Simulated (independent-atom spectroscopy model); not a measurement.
# Characterising Sr2RuN2 on paper

Aim: from the formula and density of Sr2RuN2, work out its electron mean free paths and its core-loss edges.

Program: independent-atom spectroscopy model, version 2. Model: independent atoms, textbook formulas over atomic cross sections; no chemical shifts or fine structure; level and line energies, yields and scattering factors come from tables. All values are calculated, but those marked as tabulated.

### Step 1. The sample

```
formula          : Sr2RuN2
density          : 5.141 g/cm³ (from a DFT-relaxed cell)
molar mass       : 304.32 g/mol
atoms per volume : 50.9 per nm³
```

```csv
element,atoms (%),mass (%)
Sr,40.0,57.6
Ru,20.0,33.2
N,40.0,9.2
```

### Step 2. Electron mean free paths

Model: electron mean free paths: inelastic by TPP-2M with the stated gap parameter, elastic and transport from Dirac partial-wave cross sections of free atoms, attenuation length as the inelastic path times 1 - 0.738 albedo.

Given to the script:

```json
{
  "elements": ["Sr", "Ru", "N"],
  "counts": [2, 1, 2],
  "density": 5.141,
  "electron_energy": [113.0, 300.0, 700.0, 1400.0, 3000.0, 3070.0, 8000.0, 10000.0],
  "valence_electrons": 22,
  "tpp_gap_parameter": 0.0
}
```

Units: density in g/cm³, electron_energy in eV, tpp_gap_parameter in eV.

### Step 3. EELS edges

Model: core-loss signal of a thin specimen = atoms x partial cross section (first Born, Dirac-Hartree-Slater continuum), each subshell from its own tabulated edge; single scattering, no white lines; K, p, d and f edges from 35 to 3200 eV, the lower partner alone where a pair is split widely.

Given to the script:

```json
{
  "elements": ["Sr", "Ru", "N"],
  "counts": [2, 1, 2],
  "density": 5.141,
  "beam_energy": 200,
  "collection_angle": 50,
  "window": 100
}
```

Units: density in g/cm³, beam_energy in keV, collection_angle in mrad, window in eV.

**Question.** What will these runs give? Wanted: free-electron plasmon energy; strongest loss edge.

The runs gave:

| quantity | value |
| --- | --- |
| inelastic path at 1400 eV | 2.74 nm |
| attenuation length there | 2.31 nm |
| free-electron plasmon energy | 17.6 eV |
| strongest loss edge | Sr M45, 134.2 eV |

What this shows: At 1400 eV, 95 % of a signal at normal exit comes from the top 6.9 nm (three attenuation lengths). Above that the inelastic path grows about as energy to the power 0.82. With the gap parameter at zero the paths are too short if the compound is an insulator. In the loss spectrum the strongest is Sr M45 at 134.2 eV; Sr gives 50 % of the summed signal with 40 % of the atoms. Ru N23 follows closely at 84 %. Sr M23 and Ru M45 lie only 10 eV apart and may overlap. Bonding is absent from the model, so shifts and fine structure near edges are missing.
